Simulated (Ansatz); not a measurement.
# Cl (sc type): how the settings move a single-point run

How sensitive is a single-point run of Cl (sc type) to its settings? A reference run comes first, then one run with altered input.

Program: Ansatz 0.2.0. Level of theory: reference: DFT, LDA, all-electron LAPW, scalar-relativistic. These are calculated values, not measurements.

## Step 1: The starting structure

The structure is cubic, space group Pm-3m (No. 221). Conventional cell: a = 2.073 Å, b = 2.073 Å, c = 2.073 Å, α = 90.00°, β = 90.00°, γ = 90.00°. Around Cl (site symmetry m-3m) lie 6 Cl at 2.07 Å.

As a file:

```cif
data_structure
_symmetry_space_group_name_H-M 'P 1'
_symmetry_Int_Tables_number 1
_cell_length_a 2.0726
_cell_length_b 2.0726
_cell_length_c 2.0726
_cell_angle_alpha 90.000
_cell_angle_beta 90.000
_cell_angle_gamma 90.000
_cell_volume 8.90
loop_
_atom_site_label
_atom_site_type_symbol
_atom_site_fract_x
_atom_site_fract_y
_atom_site_fract_z
_atom_site_occupancy
Cl1 Cl 0.00000 0.00000 0.00000 1
```

## Step 2: Baseline

The input, input.yaml:

```yaml
crystal:
  lattice:
    - [2.0725568879, 0.0, 0.0]
    - [0.0, 2.0725568879, 0.0]
    - [0.0, 0.0, 2.0725568879]
  atoms:
    - { symbol: Cl, position: [0.0, 0.0, 0.0] }
kpoints:
  mp_grid: { grid: [15, 15, 15] }
  band_path:
    path:
      - [0.0, 0.0, 0.0]
      - [0.0, 0.5, 0.0]
      - [0.5, 0.5, 0.0]
      - [0.0, 0.0, 0.0]
      - [0.5, 0.5, 0.5]
      - [0.0, 0.5, 0.0]
      - [0.5, 0.5, 0.5]
      - [0.5, 0.5, 0.0]
    npoints: 8
scf:
  occupations: { method: fermi_dirac, width: 0.08 }
hamiltonian:
  xc: lda
  pseudopotentials: { kind: all_electron, lapw: { basis_error: 0.001 } }
output:
  forces: true
  stress: true
  eigenvalues: true
  populations: true
  dos: { projected: true, de: 0.2, e_range: [-14, 8] }
```

Started as:

```
> ansatz run input.yaml --threads 1 --pin off --max-ram 2048MiB --backend cpu --events-out ev --progress --plain --runs-dir out
```

## Step 3: Variant: mp_grid.grid [5, 5, 5], mixing.algorithm anderson, mixing.beta 0.2

input.yaml, as its differences from that of step 2:

```diff
@@ -8,3 +8,3 @@
 kpoints:
-  mp_grid: { grid: [15, 15, 15] }
+  mp_grid: { grid: [5, 5, 5] }
   band_path:
@@ -22,2 +22,3 @@
   occupations: { method: fermi_dirac, width: 0.08 }
+  mixing: { algorithm: anderson, beta: 0.2 }
 hamiltonian:
@@ -30,2 +31 @@
   populations: true
-  dos: { projected: true, de: 0.2, e_range: [-14, 8] }
```

Q: Predict the outcome of this session. Wanted: for each run, ending; energy change; pressure; gap; force.

**Answer**, as computed:

| run | ending | energy change | pressure (GPa) | gap (eV) | force (eV/Å) | cycles | time |
| --- | --- | --- | --- | --- | --- | --- | --- |
| reference | converged | 0 | 224.4 | 0.00 | 0.00 | 5 | 5.3 s |
| 1: mp_grid.grid [5, 5, 5], mixing.algorithm anderson, mixing.beta 0.2 | converged | -132.2 meV/atom | 235.7 | 0.00 | 0.00 | 7 | 1.8 s |

Times don't compare one to one where runs were asked for different outputs or read a saved state (see the inputs); cycles may leave out searches for a lower state.

Residual by cycle in the longest SCF loop of each run; runs are numbered as in the table. The quantity is the density residual dr2, in eV.

| cycle | reference | run 1 |
| --- | --- | --- |
| 1 | 0.0908 | 0.0941 |
| 2 | 0.00911 | 0.0498 |
| 3 | 2.1e-4 | 7.3e-4 |
| 4 | 9.7e-7 | 2.2e-5 |
| 5 | 4.8e-9 | 8.6e-6 |
| 6 | - | 1.1e-7 |
| 7 | - | 2.4e-8 |

**Reading.** Changing the k-point mesh and mixing moves the energy by -132.2 meV/atom, and the pressure goes from 224.4 to 235.7 GPa. Mixing only sets the path, so the shift comes from the other change. Sampling errors of the energy have no fixed sign. The other settings changed steer the path, not the converged energy, so the shift is the mesh's. The structure is not at rest: the sound run finds 224 GPa, so these are no properties of the relaxed crystal. 
